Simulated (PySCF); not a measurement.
**C4H13GaO: NMR shifts, electronic excitations and K edges in gas and solvents**

Aim: compute the NMR shifts, electronic excitations and K edges of C4H13GaO (`C[CH2][GaH2-][O+](C)C`), and see what a dielectric continuum does where one was used.

Computed with PySCF 2.14.0, with density-fitted response routines of our own, on a single molecule, in the gas phase or a continuum. Atoms are numbered from 0 throughout.

## 1. Starting geometry

19 atoms, charge 0, multiplicity 1; geometry from: GFN2-xTB.

Bonds of the start (Å): C0–C1 1.54, C1–Ga2 2.04, Ga2–O3 2.15, O3–C4 1.41, O3–C5 1.41, C0–H6 1.09, C0–H7 1.09, C0–H8 1.09, C1–H9 1.10, C1–H10 1.10, Ga2–H11 1.57, Ga2–H12 1.57, C4–H13 1.09, C4–H14 1.10, C4–H15 1.09, C5–H16 1.10, C5–H17 1.09, C5–H18 1.10.

## 2. Geometry optimisation at PBE0-D3(BJ)/def2-SVP

What the job is given:

```
{"job": {"xc": "PBE0", "basis": "def2-SVP", "d3": "d3bj", "grid": 1, "kind": "geom"}, "charge": 0, "multiplicity": 1}
C      2.952293     0.163532    -0.280002
C      1.846569    -0.454718     0.589937
Ga     0.317133    -1.089490    -0.602259
O     -1.427195     0.018264     0.002631
C     -2.640709    -0.479958     0.528205
C     -1.406621     1.422806    -0.144086
H      3.766062     0.566905     0.324704
H      2.549246     0.970885    -0.896058
H      3.365829    -0.587476    -0.955155
H      1.519440     0.289506     1.330407
H      2.272801    -1.280276     1.174500
H      0.288749    -0.547321    -2.078195
H     -0.420196    -2.466781    -0.419610
H     -2.528707    -1.562246     0.587911
H     -2.826583    -0.070029     1.526630
H     -3.478102    -0.231263    -0.131999
H     -2.188259     1.751767    -0.836814
H     -0.427075     1.677612    -0.551720
H     -1.544478     1.917533     0.823511
```

Run with:

```
> OMP_NUM_THREADS=1 python probes_run.py task.json out
```

The driver reads the jobs from task.json and runs them one after another.

The program printed:

```text
step   0  E = -2159.35193586  max force = 0.012563
step   1  E = -2159.35523257  max force = 0.002894
step   2  E = -2159.35550592  max force = 0.002519
step   3  E = -2159.35566753  max force = 0.000999
step   4  E = -2159.35570014  max force = 0.000540
step   5  E = -2159.35572131  max force = 0.000522
step   6  E = -2159.35574778  max force = 0.000780
step   7  E = -2159.35578689  max force = 0.001322
step   8  E = -2159.35590476  max force = 0.002723
step   9  E = -2159.35600790  max force = 0.002175
step  10  E = -2159.35654479  max force = 0.001732
step  11  E = -2159.35669287  max force = 0.002485
step  12  E = -2159.35682473  max force = 0.001095
step  13  E = -2159.35690459  max force = 0.000601
step  14  E = -2159.35705807  max force = 0.001223
step  15  E = -2159.35714785  max force = 0.001606
step  16  E = -2159.35724928  max force = 0.001380
step  17  E = -2159.35731679  max force = 0.000477
step  18  E = -2159.35734704  max force = 0.000438
step  19  E = -2159.35739996  max force = 0.000968
step  20  E = -2159.35748652  max force = 0.001733
step  21  E = -2159.35754987  max force = 0.002265
step  22  E = -2159.35761992  max force = 0.001395
step  23  E = -2159.35765085  max force = 0.000493
step  24  E = -2159.35766494  max force = 0.000577
step  25  E = -2159.35766342  max force = 0.000378
optimisation converged
```

Wall time 3.9 min (1 thread, shared host).

The steps of the relaxation:

```csv
step,energy from step 0 (eV),largest force component (eV/Å)
0,0.0000,0.6460
1,-0.0897,0.1488
2,-0.0971,0.1295
3,-0.1015,0.0514
4,-0.1024,0.0278
5,-0.1030,0.0268
6,-0.1037,0.0401
7,-0.1048,0.0680
8,-0.1080,0.1400
9,-0.1108,0.1118
10,-0.1254,0.0891
11,-0.1294,0.1278
12,-0.1330,0.0563
13,-0.1352,0.0309
14,-0.1394,0.0629
15,-0.1418,0.0826
16,-0.1446,0.0710
17,-0.1464,0.0245
18,-0.1472,0.0225
19,-0.1487,0.0498
20,-0.1510,0.0891
21,-0.1528,0.1165
22,-0.1547,0.0717
23,-0.1555,0.0254
24,-0.1559,0.0297
25,-0.1559,0.0194
```

Distances of close pairs at the start and the end, largest changes first:

```csv
bond,before (Å),after (Å),change (Å)
C1–Ga2,2.040,1.991,-0.049
Ga2–H11,1.573,1.587,+0.014
C0–H6,1.091,1.104,+0.013
Ga2–H12,1.573,1.584,+0.011
C0–C1,1.537,1.525,-0.011
C0–H8,1.091,1.103,+0.011
C0–H7,1.093,1.104,+0.011
C5–H16,1.095,1.104,+0.009
```

The final coordinates are the input of the step that follows.

```csv
at the end point,value
point group (found at 0.08 Å tolerance),C1
"rotational constants (GHz, main isotopes)","2.555, 1.601, 1.291"
dipole moment (D),4.13
```

## 3. Nuclear shieldings: PBE0/pcSseg-1 in acetone

What the job is given:

```
{"job": {"kind": "nmr", "xc": "PBE0", "basis": "pcSseg-1", "solvent": "acetone", "pop": true}, "charge": 0, "multiplicity": 1}
C      2.146967     0.199667     0.562254
C      1.572067    -1.198711     0.359997
Ga     0.191217    -1.311060    -1.070472
O     -1.122476     0.214920    -0.299386
C     -1.760595     0.047411     0.944711
C     -1.299836     1.479906    -0.894028
H      2.930619     0.234664     1.338994
H      1.368842     0.921351     0.864892
H      2.593742     0.592794    -0.365844
H      1.153711    -1.586916     1.305557
H      2.379437    -1.904584     0.093137
H      0.477928    -0.564893    -2.440981
H     -0.845842    -2.508475    -1.047371
H     -1.563970    -0.977688     1.282706
H     -1.362339     0.760129     1.687403
H     -2.849680     0.193190     0.844452
H     -2.370128     1.671318    -1.082806
H     -0.755213     1.470962    -1.845783
H     -0.894518     2.275326    -0.244888
```

With the program's defaults for keys left out, this is: GIAO PBE0/pcSseg-1 NMR shielding, non-relativistic, IEF-PCM acetone.

The program printed:

```text
coarse grid: 65456 points
cycle   1  E = -2159.4300581338  dE = -3.510e-01  |g| = 1.039e+00  |ddm| = 3.610e+00
cycle   2  E = -2159.3508304624  dE =  7.923e-02  |g| = 1.242e+00  |ddm| = 1.177e+00
cycle   3  E = -2159.5377903646  dE = -1.870e-01  |g| = 1.151e-01  |ddm| = 7.454e-01
cycle   4  E = -2159.5395893297  dE = -1.799e-03  |g| = 5.851e-02  |ddm| = 8.994e-02
cycle   5  E = -2159.5400887832  dE = -4.995e-04  |g| = 6.791e-03  |ddm| = 3.643e-02
cycle   6  E = -2159.5400968292  dE = -8.046e-06  |g| = 1.601e-03  |ddm| = 7.068e-03
final grid: 139168 points
cycle   7  E = -2159.5401331650  dE =  1.509e-07  |g| = 1.901e-03  |ddm| = 3.459e-03
cycle   8  E = -2159.5401326131  dE =  5.519e-07  |g| = 2.432e-03  |ddm| = 3.394e-03
cycle   9  E = -2159.5401340347  dE = -1.422e-06  |g| = 1.668e-04  |ddm| = 1.939e-03
cycle  10  E = -2159.5401340393  dE = -4.676e-09  |g| = 2.650e-05  |ddm| = 9.934e-05
cycle  11  E = -2159.5401340395  dE = -1.396e-10  |g| = 6.020e-06  |ddm| = 2.593e-05
converged SCF energy = -2159.5401340395

GIAO shielding tensors (ppm)
atom      isotropic    diamagn.    paramagn.     s11        s22        s33       span
  0 C      172.505     248.252     -75.746    162.968    168.222    186.326     23.358
  1 C      178.557     252.328     -73.771    167.289    178.457    189.927     22.638
  2 Ga    1368.092    2639.140   -1271.048   1265.305   1414.800   1424.172    158.867
  3 O      342.571     402.909     -60.338    298.937    353.605    375.169     76.232
  4 C      123.988     246.624    -122.635     93.778     94.163    184.023     90.245
  5 C      120.633     245.639    -125.006     87.660     91.532    182.707     95.046
  6 H       29.897      28.906       0.990     24.612     27.154     37.923     13.311
  7 H       30.281      33.218      -2.936     24.843     30.727     35.274     10.431
  8 H       30.185      30.911      -0.726     26.007     28.302     36.245     10.238
  9 H       30.683      32.528      -1.845     26.938     28.755     36.356      9.417
 10 H       31.202      30.159       1.043     25.989     29.079     38.538     12.549
 11 H       26.894      30.798      -3.904     20.580     24.232     35.869     15.289
 12 H       26.785      30.186      -3.402     20.344     23.424     36.587     16.243
 13 H       27.513      30.766      -3.253     22.931     26.311     33.297     10.366
 14 H       27.909      30.551      -2.642     23.920     25.929     33.879      9.959
 15 H       27.875      28.602      -0.727     24.053     24.886     34.684     10.631
 16 H       27.783      28.164      -0.381     23.991     24.751     34.606     10.616
 17 H       27.347      30.213      -2.866     22.719     26.259     33.065     10.346
 18 H       27.852      29.989      -2.137     23.891     25.732     33.934     10.042
```

Run time: 23 s. Hardware: 1 thread, shared host.

Shifts follow as δ = σ(reference) − σ, with reference shieldings (ppm) from runs at the same level and on the same kind of geometry: 1H TMS 31.24, 13C TMS 185.4, 17O H2O 342.8, 71Ga GaH4- 1694. The references are single molecules in the same continuum, so shifts against H2O, NH3, PH3, H3PO4 or CFCl3 are not on the usual liquid scales and can be off by tens of ppm. Shifts against hydride references such as AlH4− lie on their own scale. Atoms listed in one row are averaged.

```csv
atoms,environment,σ (ppm),δ (ppm)
"C4, C5",methyl carbon bonded to O,122.3,63.1
C0,methyl carbon,172.5,12.9
C1,sp3 CH2 bonded to Ga,178.6,6.9
"H11, H12","hydrogen on a Ga bonded to C, O",26.84,4.40
"H13, H14, H15, H16, H17, H18",hydrogen on a methyl carbon bonded to O,27.71,3.53
"H6, H7, H8",hydrogen on a methyl carbon,30.12,1.12
"H9, H10",hydrogen on an sp3 CH2 bonded to Ga,30.94,0.30
Ga2,"Ga bonded to C, O, 2 H",1368,325
O3,donor oxygen of a Lewis adduct,342.6,0.2
```

Charges from the same density, by scheme (e):

```csv
atoms,Mulliken,IAO,Hirshfeld,ESP fit
C0,-0.30,-0.40,-0.13,-0.13
C1,-0.65,-0.55,-0.20,-0.13
Ga2,0.65,0.46,0.31,0.51
O3,-0.64,-0.30,-0.06,-0.02
"C4, C5",-0.04,-0.20,-0.02,-0.35
```

Mayer bond orders: C0–C1 1.04, C1–Ga2 0.83, Ga2–O3 0.19, O3–C4 0.85, O3–C5 0.85.

## 4. Nuclear shieldings: PBE0/pcSseg-1 in dichloromethane

Settings changed since step 3:

```diff
@@ -1,2 +1,2 @@
-{"job": {"kind": "nmr", "xc": "PBE0", "basis": "pcSseg-1", "solvent": "acetone", "pop": true}, "charge": 0, "multiplicity": 1}
+{"job": {"kind": "nmr", "xc": "PBE0", "basis": "pcSseg-1", "solvent": "dichloromethane", "pop": false}, "charge": 0, "multiplicity": 1}
 C      2.146967     0.199667     0.562254
```

Level: GIAO PBE0/pcSseg-1 NMR shielding, non-relativistic, IEF-PCM dichloromethane.

The program printed:

```text
coarse grid: 65456 points
cycle   1  E = -2159.4290349323  dE = -3.501e-01  |g| = 1.039e+00  |ddm| = 3.609e+00
cycle   2  E = -2159.3492095911  dE =  7.983e-02  |g| = 1.244e+00  |ddm| = 1.180e+00
cycle   3  E = -2159.5369411024  dE = -1.877e-01  |g| = 1.157e-01  |ddm| = 7.487e-01
cycle   4  E = -2159.5387731312  dE = -1.832e-03  |g| = 5.869e-02  |ddm| = 9.054e-02
cycle   5  E = -2159.5392735461  dE = -5.004e-04  |g| = 6.861e-03  |ddm| = 3.656e-02
cycle   6  E = -2159.5392817824  dE = -8.236e-06  |g| = 1.612e-03  |ddm| = 7.024e-03
final grid: 139168 points
cycle   7  E = -2159.5393182992  dE =  1.707e-07  |g| = 1.926e-03  |ddm| = 3.476e-03
cycle   8  E = -2159.5393177137  dE =  5.855e-07  |g| = 2.478e-03  |ddm| = 3.485e-03
cycle   9  E = -2159.5393191939  dE = -1.480e-06  |g| = 1.674e-04  |ddm| = 1.992e-03
cycle  10  E = -2159.5393191986  dE = -4.635e-09  |g| = 2.704e-05  |ddm| = 9.898e-05
cycle  11  E = -2159.5393191987  dE = -1.505e-10  |g| = 5.723e-06  |ddm| = 2.582e-05
converged SCF energy = -2159.5393191987

GIAO shielding tensors (ppm)
atom      isotropic    diamagn.    paramagn.     s11        s22        s33       span
  0 C      172.367     248.222     -75.855    162.873    168.025    186.202     23.329
  1 C      178.473     252.335     -73.862    167.185    178.353    189.882     22.696
  2 Ga    1365.697    2639.167   -1273.470   1263.957   1409.444   1423.689    159.733
  3 O      342.305     402.899     -60.594    299.050    353.151    374.715     75.665
  4 C      123.958     246.599    -122.640     93.808     94.155    183.912     90.104
  5 C      120.609     245.626    -125.017     87.629     91.591    182.609     94.980
  6 H       29.888      28.906       0.982     24.606     27.150     37.908     13.302
  7 H       30.324      33.260      -2.935     24.897     30.780     35.296     10.400
  8 H       30.170      30.898      -0.727     26.004     28.284     36.223     10.220
  9 H       30.697      32.544      -1.846     26.965     28.773     36.354      9.389
 10 H       31.197      30.167       1.030     25.992     29.068     38.531     12.539
 11 H       26.858      30.745      -3.886     20.544     24.196     35.835     15.291
 12 H       26.746      30.128      -3.382     20.306     23.383     36.549     16.243
 13 H       27.503      30.758      -3.255     22.924     26.316     33.269     10.345
 14 H       27.942      30.584      -2.641     23.952     25.971     33.905      9.953
 15 H       27.897      28.625      -0.727     24.080     24.913     34.699     10.619
 16 H       27.807      28.190      -0.383     24.016     24.782     34.624     10.608
 17 H       27.324      30.193      -2.869     22.699     26.251     33.021     10.321
 18 H       27.886      30.026      -2.140     23.922     25.772     33.965     10.043
```

Wall time 21 s (1 thread, shared host).

Key values: δ C4 63.0, C0 13.0, C1 6.8, Ga2 329, H11 4.44, H13 3.52 ppm (means over like atoms).

(Part 1 of 2 ends here.)
